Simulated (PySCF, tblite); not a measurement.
**C4H10BO2 radical: geometry, infrared bands and EPR parameters**

Wanted: the infrared bands and EPR parameters of C4H10BO2 radical (`[CH2]CCCB(O)O`), by calculation.

The runs use tblite 0.8.0 and PySCF 2.14.0, with density-fitted response routines of our own; the level of theory stands in each step. All values are computed, except where a source is named. Atoms count from 0, in the outputs and in this text.

### 1 The starting structure

17 atoms, charge 0, multiplicity 2; geometry from: force field or distance geometry start.

Bonds of the start (Å): C0–C1 1.52, C1–C2 1.50, C2–C3 1.50, C3–B4 1.59, B4–O5 1.47, B4–O6 1.48, C0–H7 1.12, C0–H8 1.13, C1–H9 1.14, C1–H10 1.10, C2–H11 1.12, C2–H12 1.14, C3–H13 1.11, C3–H14 1.11, O5–H15 1.01, O6–H16 1.00.

### 2 Optimising the geometry with GFN2-xTB

Job settings and geometry (Å):

```
{"job": {"kind": "relax", "xc": "GFN2-xTB", "basis": "xTB"}, "charge": 0, "multiplicity": 2}
C     -2.105400    -0.153700    -0.880700
C     -1.277800    -0.823900     0.200900
C     -0.480800     0.161800     1.000200
C      0.483100     1.006000     0.229300
B      1.600500     0.138000    -0.489800
O      1.761000    -1.302700    -0.241300
O      2.877300     0.856400    -0.729300
H     -2.642600    -1.008400    -1.368800
H     -2.932700     0.380300    -0.324000
H     -2.037300    -1.335200     0.876600
H     -0.697100    -1.613200    -0.297900
H     -0.037100    -0.372800     1.880900
H     -1.246800     0.878600     1.452100
H      1.042200     1.619300     0.969300
H     -0.023900     1.640900    -0.533300
H      2.691900    -1.485000     0.111900
H      3.018600     1.425600     0.082300
```

Command:

```
OMP_NUM_THREADS=1 python probes_run.py task.json out
```

The driver reads the jobs from task.json and runs them one after another.

The program printed:

```text
step      E/eV     max force
  0    -624.36192    3.912
  1    -625.10049    2.261
  2    -625.45096    1.598
  3    -625.59217    1.159
  4    -625.84161    0.972
  5    -625.92650    0.859
  6    -626.14792    1.290
  7    -626.25241    0.814
  8    -626.32592    0.639
  9    -626.37479    0.564
 10    -626.39829    0.589
 11    -626.42506    0.331
 12    -626.45090    0.326
 13    -626.46492    0.332
 14    -626.48548    0.289
 15    -626.49378    0.209
 16    -626.49906    0.209
 17    -626.50407    0.184
 18    -626.50931    0.184
 19    -626.51402    0.159
 20    -626.51737    0.130
 21    -626.52065    0.170
 22    -626.52422    0.158
 23    -626.52708    0.107
 24    -626.52900    0.106
 25    -626.53057    0.100
 26    -626.53208    0.081
 27    -626.53331    0.070
 28    -626.53398    0.060
 29    -626.53442    0.051
 30    -626.53496    0.050
 31    -626.53573    0.065
 32    -626.53654    0.058
 33    -626.53714    0.051
 34    -626.53755    0.049
 35    -626.53795    0.047
 36    -626.53834    0.048
 37    -626.53861    0.042
 38    -626.53880    0.035
 39    -626.53897    0.031
 40    -626.53914    0.023
 41    -626.53927    0.032
 42    -626.53937    0.037
 43    -626.53950    0.037
 44    -626.53972    0.040
 45    -626.54005    0.049
 46    -626.54046    0.048
 47    -626.54084    0.044
 48    -626.54115    0.039
 49    -626.54142    0.039
 50    -626.54168    0.043
 51    -626.54189    0.039
 52    -626.54209    0.041
 53    -626.54232    0.050
 54    -626.54261    0.051
 55    -626.54291    0.039
 56    -626.54316    0.035
 57    -626.54335    0.032
 58    -626.54354    0.033
 59    -626.54371    0.030
 60    -626.54385    0.026
 61    -626.54395    0.021
 62    -626.54403    0.020
 63    -626.54410    0.017
 64    -626.54416    0.019
 65    -626.54423    0.019
 66    -626.54429    0.022
 67    -626.54437    0.024
 68    -626.54445    0.027
 69    -626.54455    0.024
 70    -626.54464    0.018
 71    -626.54473    0.023
 72    -626.54483    0.026
 73    -626.54497    0.030
 74    -626.54515    0.033
 75    -626.54532    0.031
 76    -626.54547    0.029
 77    -626.54562    0.028
 78    -626.54582    0.043
 79    -626.54609    0.046
 80    -626.54636    0.039
 81    -626.54658    0.043
 82    -626.54675    0.041
 83    -626.54696    0.047
 84    -626.54721    0.045
 85    -626.54743    0.022
 86    -626.54750    0.024
 87    -626.54756    0.021
 88    -626.54765    0.026
 89    -626.54790    0.044
 90    -626.54828    0.059
 91    -626.54879    0.067
 92    -626.54921    0.061
 93    -626.54953    0.083
 94    -626.54992    0.077
 95    -626.55036    0.065
 96    -626.55104    0.039
 97    -626.55139    0.086
 98    -626.55167    0.047
 99    -626.55185    0.027
100    -626.55202    0.030
101    -626.55215    0.033
102    -626.55225    0.024
103    -626.55232    0.019
104    -626.55239    0.017
105    -626.55247    0.025
106    -626.55257    0.025
107    -626.55267    0.033
108    -626.55279    0.029
109    -626.55294    0.030
110    -626.55308    0.034
111    -626.55321    0.026
112    -626.55330    0.026
113    -626.55339    0.027
114    -626.55350    0.041
115    -626.55362    0.052
116    -626.55377    0.051
117    -626.55394    0.027
118    -626.55408    0.017
119    -626.55417    0.027
120    -626.55434    0.031
121    -626.55460    0.040
122    -626.55475    0.049
123    -626.55508    0.055
124    -626.55561    0.081
125    -626.55389    0.245
126    -626.55635    0.096
127    -626.55680    0.094
128    -626.55759    0.064
129    -626.55740    0.186
130    -626.55860    0.046
131    -626.55896    0.040
132    -626.55970    0.088
133    -626.56019    0.053
134    -626.56115    0.066
135    -626.56146    0.045
136    -626.56164    0.034
137    -626.56174    0.023
138    -626.56180    0.030
139    -626.56185    0.029
140    -626.56191    0.026
141    -626.56194    0.014
142    -626.56195    0.011
143    -626.56196    0.007
```

It took 0.58 s on 1 thread of Arm Neoverse V2, shared host.

Relaxation path: (not every step is listed)

```tsv
step	energy from step 0 (eV)	largest force (eV/Å)
0	0.0000	3.9121
1	-0.7386	2.2612
2	-1.0890	1.5982
3	-1.2302	1.1589
4	-1.4797	0.9721
5	-1.5646	0.8592
6	-1.7860	1.2899
7	-1.8905	0.8142
8	-1.9640	0.6394
21	-2.1587	0.1699
34	-2.1756	0.0491
47	-2.1789	0.0439
60	-2.1819	0.0257
73	-2.1830	0.0300
86	-2.1856	0.0236
99	-2.1899	0.0275
112	-2.1914	0.0257
125	-2.1920	0.2448
138	-2.1999	0.0297
139	-2.1999	0.0288
140	-2.2000	0.0262
141	-2.2000	0.0142
142	-2.2000	0.0114
143	-2.2000	0.0073
```

Close pairs (by a distance rule), those that changed most:

```tsv
bond	before (Å)	after (Å)	change (Å)
B4–O5	1.471	1.348	-0.123
B4–O6	1.484	1.364	-0.120
C0–H8	1.131	1.073	-0.058
O5–H15	1.012	0.958	-0.054
C2–H12	1.142	1.093	-0.050
C0–H7	1.121	1.072	-0.049
C0–C1	1.518	1.471	-0.046
O6–H16	1.001	0.955	-0.046
```

The next job starts from the end point, and lists it.

### 3 Vibrational analysis with GFN2-xTB

Job settings and geometry (Å):

```
{"job": {"kind": "ir", "xc": "GFN2-xTB", "basis": "xTB"}, "charge": 0, "multiplicity": 2}
C     -2.068291    -0.058578    -0.829437
C     -1.300186    -0.839227     0.153311
C     -0.600833     0.041344     1.197444
C      0.485496     0.906813     0.551541
B      1.735265     0.077570    -0.015313
O      2.116928    -1.059430     0.600603
O      2.470581     0.486125    -1.089481
H     -2.147678    -0.374395    -1.850933
H     -2.634603     0.796406    -0.512821
H     -1.973044    -1.523794     0.697290
H     -0.557948    -1.462407    -0.351369
H     -0.142379    -0.594527     1.955047
H     -1.344802     0.677898     1.682137
H      0.854715     1.612750     1.300911
H      0.025136     1.505641    -0.239553
H      2.888594    -1.470448     0.208498
H      2.186051     1.290290    -1.519399
```

The program printed:

```text
mode    cm-1     km/mol
  1      14.6      2.03
  2      56.2      0.40
  3      91.6      1.87
  4     130.8      1.50
  5     173.2      0.71
  6     280.3      0.80
  7     365.0      8.66
  8     396.1     11.55
  9     413.3     19.79
 10     464.2     29.57
 11     497.5      7.07
 12     549.2     76.50
 13     634.4    257.81
 14     720.9     13.24
 15     779.9     33.00
 16     862.9     35.17
 17     892.5      2.17
 18     933.6     32.10
 19     956.7    147.55
 20     963.1     93.66
 21    1047.3      4.31
 22    1087.3      6.38
 23    1099.8      4.80
 24    1159.5      4.89
 25    1176.6     11.82
 26    1212.8    277.58
 27    1232.1    136.91
 28    1299.0    277.51
 29    1316.0     17.97
 30    1331.3     58.99
 31    1343.4     14.98
 32    1404.7      2.54
 33    1448.8      3.81
 34    1469.6      1.33
 35    1481.7      1.03
 36    2801.8     40.13
 37    2949.2     47.73
 38    2958.0     18.46
 39    2965.9     15.68
 40    2973.0     97.57
 41    3000.6     47.53
 42    3128.8     26.49
 43    3169.9     46.26
 44    3609.5     13.33
 45    3658.2     12.79
```

Wall time 0.35 s (1 thread of Arm Neoverse V2, shared host).

The strongest bands and the atoms that carry them (share of the mass-weighted mode):

```tsv
cm⁻¹	km/mol	atoms
549	76.5	H16 88 %
634	257.8	H15 77 %, O5 10 %
957	147.6	H16 69 %, O6 10 %
963	93.7	H15 53 %, O5 19 %, O6 11 %
1213	277.6	B4 44 %, H13 18 %, O6 14 %
1232	136.9	H9 16 %, H12 14 %, B4 14 %, H11 13 %
1299	277.5	B4 63 %, O5 16 %
2973	97.6	H10 54 %, H12 29 %
```

### 4 EPR parameters: B3LYP/pcH-1

Settings changed since step 3:

```diff
@@ -1,2 +1,2 @@
-{"job": {"kind": "ir", "xc": "GFN2-xTB", "basis": "xTB"}, "charge": 0, "multiplicity": 2}
+{"job": {"kind": "epr", "basis": "pcH-1"}, "charge": 0, "multiplicity": 2}
 C     -2.068291    -0.058578    -0.829437
```

With the program's defaults for keys left out, this is: UKS B3LYP, pcH-1 on B C H O, non-relativistic, mean-field spin-orbit, GIAO.

The program printed:

```text
UKS, coarse grid
  cycle   1  E = -333.64904521  |g| = 7.13e-01
  cycle   2  E = -333.45367370  |g| = 1.04e+00
  cycle   3  E = -333.83576538  |g| = 6.75e-02
  cycle   4  E = -333.83710562  |g| = 3.89e-02
  cycle   5  E = -333.83781030  |g| = 5.73e-03
  cycle   6  E = -333.83782528  |g| = 2.54e-03
  cycle   7  E = -333.83782774  |g| = 1.40e-03
  cycle   8  E = -333.83782969  |g| = 5.24e-04
UKS, final grid
  cycle   1  E = -333.83781077  |g| = 7.44e-04
  cycle   2  E = -333.83781043  |g| = 1.25e-03
  cycle   3  E = -333.83781097  |g| = 7.66e-05
  cycle   4  E = -333.83781097  |g| = 2.16e-05
E = -333.83781097 Eh   <S^2> = 0.7536 (exact 0.7500)
g shifts (ppm)      1          2          3
  rmc          -136       -136       -136
  gc              8         41         23
  oz_so           0        561        807
  total        -128        467        694
hyperfine (MHz)  atom isotope    a_iso     a_fc   dipolar eigenvalues
    0   13C      88.93      88.93    -81.12    -80.38    161.50
    1   13C     -33.54     -33.54     -2.51      0.60      1.90
    2   13C      28.96      28.96     -2.99     -2.28      5.27
    3   13C       0.39       0.39     -1.84     -0.31      2.15
    4   11B       0.37       0.37     -0.47     -0.36      0.82
    5   17O      -0.21      -0.21     -0.20      0.01      0.19
    6   17O       0.04       0.04     -0.23      0.10      0.12
    7    1H     -63.52     -63.52    -39.39      0.12     39.28
    8    1H     -62.03     -62.03    -39.16     -0.07     39.24
    9    1H     161.12     161.12     -6.04     -2.98      9.02
   10    1H      25.67      25.67     -4.95     -4.27      9.22
   11    1H      -2.13      -2.13     -2.69     -1.65      4.35
   12    1H      -2.27      -2.27     -3.23     -2.76      5.99
   13    1H      -1.22      -1.22     -1.74     -1.09      2.82
   14    1H       1.47       1.47     -5.98     -3.45      9.43
   15    1H       0.12       0.12     -0.57     -0.56      1.13
   16    1H      -0.00      -0.00     -0.95     -0.90      1.85
```

Wall time 59 s (1 thread of Arm Neoverse V2, shared host); peak memory 0.97 GiB.

Principal g values 2.00219, 2.00279, 2.00301; g(iso) = 2.00266, against 2.00232 for a free electron.

Hyperfine couplings; where a row names several nuclei, a(iso) is their mean (it holds for fast rotation or exchange) and the dipolar term the largest among them:

```tsv
nuclei	isotope	a(iso) (MHz)	a(iso) (G, at g = 2.0023)	largest dipolar term (MHz)
H9, H10	1H	93.4	33.3	9.2
C0	13C	88.9	31.7	161.5
H7, H8	1H	-62.8	-22.4	-39.4
C1	13C	-33.5	-12.0	-2.5
C2	13C	29.0	10.3	5.3
H11, H12	1H	-2.2	-0.8	6.0
C3	13C	0.4	0.1	2.2
B4	11B	0.4	0.1	0.8
H13, H14	1H	0.1	0.0	9.4
O5, O6	17O	-0.1	0.0	-0.2
H15, H16	1H	0.1	0.0	1.9
```

Mulliken spin populations:

C0 1.07; C1 -0.09; C2 0.02; C3 0.01; B4 0.00; O5 0.00; O6 0.00; H7 -0.05; H8 -0.04; H9 0.06; H10 0.01; H11 0.00; H12 0.00; H13 0.00; H14 0.00; H15 0.00; H16 0.00

In first order the couplings over 0.8 MHz of 1H give 27 distinct lines over 113.0 G, if the averaged nuclei exchange fast.

Orbitals, density, ELF and potential are computed afterwards from the orbital file.

ELF in a plane through or near 5 of the atoms.

Ten even steps from '0' (0.00) to '9' (0.99):
```
0000000000000000000000000000
0000000000000000000000000000
0000000000000000000000000000
0000000000000000000000000000
0000000011000110000000000000
0000001366500131002662000000
0000013789830110048998300000
0000035757840002379997200000
0000024767730015448972000000
0000001478620016282620000000
0000112231021003589865430000
0001577786421001583167641000
0002689377510001672165421000
0001578776300002688763210000
0000123564200001456631000000
0000001343100000222210000000
0000000010000000000000000000
0000000000000000000000000000
0000000000000000000000000000
0000000000000000000000000000
```
The map spans 10.8 Å across and 9.1 Å up, centred on the molecule. Atoms in the plane (x, y in Å): C0 (2.1, -0.9), C1 (1.4, 0.4), O5 (-2.0, 1.1), O6 (-2.5, -1.1), H9 (2.1, 1.2).

log10 of the density (e/Å³) in the same plane.

Values, 10 rows by 14 columns:
```
-4.0 -4.0 -4.0 -4.0 -4.0 -4.0 -4.0 -4.0 -4.0 -4.0 -4.0 -4.0 -4.0 -4.0
-4.0 -4.0 -4.0 -4.0 -4.0 -4.0 -3.6 -3.4 -3.5 -3.8 -4.0 -4.0 -4.0 -4.0
-4.0 -4.0 -3.6 -2.5 -1.8 -2.0 -2.4 -2.1 -2.3 -2.4 -2.6 -3.3 -4.0 -4.0
-4.0 -4.0 -2.2 -1.0  0.1 -0.3 -1.5 -1.2 -1.0 -0.6 -1.0 -2.1 -3.6 -4.0
-4.0 -3.7 -1.9 -0.6  0.8  0.2 -1.2 -0.8  0.1  0.2 -0.7 -1.9 -3.2 -4.0
-4.0 -3.2 -1.6 -0.8 -0.1 -0.3 -1.0 -1.0 -0.1  0.2 -0.4 -1.3 -2.5 -3.7
-4.0 -2.9 -1.1  0.4  0.7 -0.6 -1.5 -1.7 -0.7  0.3  0.0 -1.1 -2.4 -3.6
-4.0 -3.6 -1.8 -0.8 -0.5 -1.3 -2.5 -2.3 -1.5 -0.9 -1.1 -1.9 -2.9 -4.0
-4.0 -4.0 -3.2 -2.3 -2.0 -2.6 -3.6 -3.3 -2.6 -2.3 -2.4 -3.0 -4.0 -4.0
-4.0 -4.0 -4.0 -4.0 -4.0 -4.0 -4.0 -4.0 -4.0 -4.0 -4.0 -4.0 -4.0 -4.0
```
The map spans 10.8 Å across and 9.1 Å up, centred on the molecule. Atoms in the plane (x, y in Å): C0 (2.1, -0.9), C1 (1.4, 0.4), O5 (-2.0, 1.1), O6 (-2.5, -1.1), H9 (2.1, 1.2).

On the surface of density 0.002 e/bohr³ the electrostatic potential runs, from the 1st to the 99th percentile, from -1.28 V near O5 to 2.29 V near H16.

The spin density lies nearest to C0 61 %; H7 15 %; H8 9 %; H9 6 %.

### 5 Summary of results

```
                                 quantity                    value
strongest single infrared mode (GFN2-xTB)    1213 cm⁻¹, 278 km/mol
             zero-point energy (GFN2-xTB)            86.5 kcal/mol
                           g(iso) (B3LYP)                  2.00266
                                     ⟨S²⟩       0.754 (exact 0.75)
       largest a(iso) (averaged by class)  1H on H9, H10, 93.4 MHz
    surface potential, 1st and 99th percentile       -1.28 V and 2.29 V
```

What this shows: Over 143 steps the energy fell by 2.200 eV; of the close pairs, B4–O5 changed most, 1.471 to 1.348 Å. All 45 modes are real, so the xTB geometry is a minimum. The strongest single mode, at 1213 cm⁻¹, has its largest shares on B4, H13 and O6 (the list is cut at 3 atoms). Unscaled tight-binding wavenumbers are off by several per cent, some by more. Its intensities can rank the bands wrongly. C0 carries the largest spin population, 1.07 e. The isotropic g lies 0.3 ppt above the free-electron value.
